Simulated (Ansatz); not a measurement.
Write a Python script for Ansatz's Python interface that makes a rigid torsion scan of CH5SSn, SMILES [CH3][SnH][SH]. Use (for the species named): B3LYP, def2-SVP basis, multiplicity 2, D3BJ dispersion.

```xyz
8

C    -0.6572    0.9227   -0.4048
Sn    1.1708   -0.0301   -0.1550
S     1.0951   -1.2728    1.8994
H    -0.8017    1.6751    0.4261
H    -1.5179    0.2075   -0.4628
H    -0.6936    1.5524   -1.3701
H     1.4623   -1.1255   -1.4863
H     0.0343   -1.9864    1.4977
```

Script `torsion_ch5ssn.py`:
```python
import ansatz as az
from ase import Atoms

params = {
    "basis_set": "def2-SVP",
    "functional": "b3lyp",
    "vdw": "d3bj",
    "force_tol": 0.02,
}


def main() -> None:
    atoms = Atoms(["C", "Sn", "S", "H", "H", "H", "H", "H"], positions=[
        (-0.6572, 0.9227, -0.4048),
        (1.1708, -0.0301, -0.155),
        (1.0951, -1.2728, 1.8994),
        (-0.8017, 1.6751, 0.4261),
        (-1.5179, 0.2075, -0.4628),
        (-0.6936, 1.5524, -1.3701),
        (1.4623, -1.1255, -1.4863),
        (0.0343, -1.9864, 1.4977),
    ])

    first = (
        az.Crystal.molecule_from_ase(atoms).calculation()
        .basis(gaussian=params["basis_set"])
        .functional(params["functional"], dispersion=params["vdw"])
        .spin("collinear", total=1)
        .accuracy("medium")
        .relax(force_tolerance=params["force_tol"], max_steps=80)
    )
    atoms.positions = first.run(threads=1, backend="cpu").report["positions_ang"]

    start = atoms.get_dihedral(0, 1, 2, 7)
    energies = {}
    for turn in range(0, 360, 30):
        turned = atoms.copy()
        turned.set_dihedral(0, 1, 2, 7, start + turn, indices=[2, 7])
        job = (
            az.Crystal.molecule_from_ase(turned).calculation()
            .basis(gaussian=params["basis_set"])
            .functional(params["functional"], dispersion=params["vdw"])
            .spin("collinear", total=1)
            .accuracy("medium")
        )
        energies[round((start + turn) % 360)] = job.run(threads=1, backend="cpu").report["free_energy_ev"]
    floor = min(energies.values())
    print("dihedral C0-Sn1-S2-H7 (deg)   E - E(min) (kcal/mol)")
    for angle, e in sorted(energies.items()):
        print(f"{angle:8d} {23.060548 * (e - floor):14.3f}  " + "#" * int(30 * (e - floor) / max(max(energies.values()) - floor, 1e-9)))


if __name__ == "__main__":
    main()
```

```console
$ python torsion_ch5ssn.py
dihedral C0-Sn1-S2-H7 (deg)   E - E(min) (kcal/mol)
       9          2.395  ##################
      39          3.915  ##############################
      69          3.736  ############################
      99          2.078  ###############
     129          0.719  #####
     159          0.464  ###
     189          1.445  ###########
     219          2.732  ####################
     249          2.437  ##################
     279          0.799  ######
     309          0.000
     339          0.743  #####
```

The settings weren't tested for convergence. The scan is rigid and the energies are electronic, in a modest basis. With rigid groups the curve can differ much from the relaxed path, the start wasn't checked as a minimum of this torsion, and equivalent turns needn't return to the same energy. def2 sets replace the cores of elements past krypton by effective core potentials. The run takes the species as open-shell (spin multiplicity 2), which needn't be its ground state. b3lyp holds the VWN-RPA fit, as in Gaussian; the form of ORCA and Turbomole is b3lyp5. Timing: 2.8 min on 1 thread of Arm Neoverse V2, with other jobs on the host, peak memory 0.31 GiB.
